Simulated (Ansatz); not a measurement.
**GeH₄ (singlet): wave-function methods side by side at distance Ge1–H2 = 1.701 Å, cc-pVTZ**

One table from this session's results is given with a row withheld; the runs are named, their logs left out.

The runs use Ansatz 0.2.0, Gaussian basis; cc-pVTZ, core rule «outside noble gas», up to 14 orbitals frozen.

Plan: UHF; CCSD(T) on RHF; BCCD(T) on RHF; CCSDT(Q) on RHF; CASSCF and MRCISD+Q, 2 electrons in 2 orbitals; CASSCF and NEVPT2, 2 electrons in 2 orbitals; CASSCF and MRCISD+Q, 8 electrons in 8 orbitals; CASSCF and NEVPT2, 8 electrons in 8 orbitals.

## The system

The geometry derives from a PBE0/def2-TZVP stationary point (not a proven minimum). One bond is set to the value named and the two fragments are kept rigid. No spin-orbit coupling is included. The filled d shell of Ge may be among the frozen orbitals whatever the setting's name suggests.

5 atoms, charge 0, spin multiplicity 1.

Atoms are counted from 1 here; the program's logs count them from 0.

Bond lengths: Ge1–H2 1.701 Å, Ge1–H3 1.534 Å, Ge1–H4 1.534 Å, Ge1–H5 1.534 Å. Angles: H2–Ge1–H3 109.5°, H2–Ge1–H4 109.5°, H2–Ge1–H5 109.5°, H3–Ge1–H4 109.5°, H3–Ge1–H5 109.5°, H4–Ge1–H5 109.5°.

As a file:

```xyz
5

Ge   -0.0013   -0.0013   -0.0013
H     0.9791    0.9823    0.9810
H    -0.8891   -0.8853    0.8844
H    -0.8851    0.8832   -0.8905
H     0.8861   -0.8890   -0.8838
```

Set-up of the first run:

in.yaml

```yaml
crystal:
  periodic: [false, false, false]
  atoms:
    - {symbol: Ge, position_ang: [-0.001263, -0.001267, -0.001265]}
    - {symbol: H, position_ang: [0.979112, 0.982293, 0.981016]}
    - {symbol: H, position_ang: [-0.889148, -0.885286, 0.884398]}
    - {symbol: H, position_ang: [-0.885089, 0.883246, -0.890489]}
    - {symbol: H, position_ang: [0.886123, -0.888959, -0.883750]}
basis:
  gaussian: {orbitals: cc-pVTZ}
magnetization: {spin_polarized: true, initial_magnetization: 0}
hamiltonian: {xc: hf}
output: {orbitals: {seedname: orbitals}}
```

On the command line:

```bash
$ ansatz run in.yaml --threads 1 --pin off --events-out ev --progress --plain --max-ram 2816MiB --backend cpu
```

Among the steps run: UHF; CCSD(T) on RHF; BCCD(T) on RHF; CCSDT(Q) on RHF; CASSCF and MRCISD+Q, 2 electrons in 2 orbitals; CASSCF and NEVPT2, 2 electrons in 2 orbitals; CASSCF and MRCISD+Q, 8 electrons in 8 orbitals; CASSCF and NEVPT2, 8 electrons in 8 orbitals.

One table of the session follows, with a row left open; its other results are not shown here.

```
          method  from RCCSDT(Q) (kcal/mol)
             RHF                          ?
            RMP2                     +21.28
           RCCSD                      +2.87
        RCCSD(T)                      +0.50
         BCCD(T)                      +0.49
          RCCSDT                      +0.06
       RCCSDT(Q)                          0
     CASSCF pair                     +97.70
     NEVPT2 pair                     +21.01
     MRCISD pair                      +6.82
   MRCISD+Q pair                      -0.01
  CASSCF valence                     +69.77
  NEVPT2 valence                     +20.20
  MRCISD valence                      +3.74
MRCISD+Q valence                      +0.38
```

Estimate the missing values for RHF.

**Answer.** from RCCSDT(Q) (kcal/mol): +108.30. In the column «from RCCSDT(Q) (kcal/mol)» it is the highest.
